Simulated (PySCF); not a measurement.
# C2H6OSe: the cost of one run

The runs use PySCF 2.14.0, with density-fitted response routines of our own; the level of theory stands in each step. All values are computed, except where a source is named. Atoms count from 0, in the outputs and in this text.

### 1 The starting structure

10 atoms, charge 0, multiplicity 1; geometry from: GFN2-xTB. The atoms were then displaced at random by about 0.03 Å, so the start is not that level's minimum.

Bonds of the start (Å): C0–Se1 1.87, Se1–C2 1.94, Se1–O3 1.59, C0–H4 1.13, C0–H5 1.12, C0–H6 1.14, C2–H7 1.10, C2–H8 1.15, C2–H9 1.04.

### 2 Geometry optimisation at PBE0-D3(BJ)/def2-SVP

What the job is given:

```
{"job": {"xc": "PBE0", "basis": "def2-SVP", "d3": "d3bj", "grid": 1, "shake": 0.03, "kind": "geom"}, "charge": 0, "multiplicity": 1}
C     -1.359440     0.107090    -0.345150
Se    -0.078390    -1.144330     0.193410
C      1.414390     0.067260    -0.096410
O     -0.119260    -1.176730     1.780230
H     -2.404270    -0.300010    -0.254180
H     -1.285010     0.480920    -1.401880
H     -1.304200     1.035890     0.306200
H      1.364990     0.959320     0.550500
H      2.360460    -0.443680     0.311260
H      1.553140     0.346820    -1.084620
```

Started as:

```
$ OMP_NUM_THREADS=1 python probes_run.py task.json out
```

The driver reads the jobs from task.json and runs them one after another.

Q: Estimate the wall time and peak memory of this first job on 1 thread of Arm Neoverse V1, shared host.

About 20 s, with a peak of 0.41 GiB.
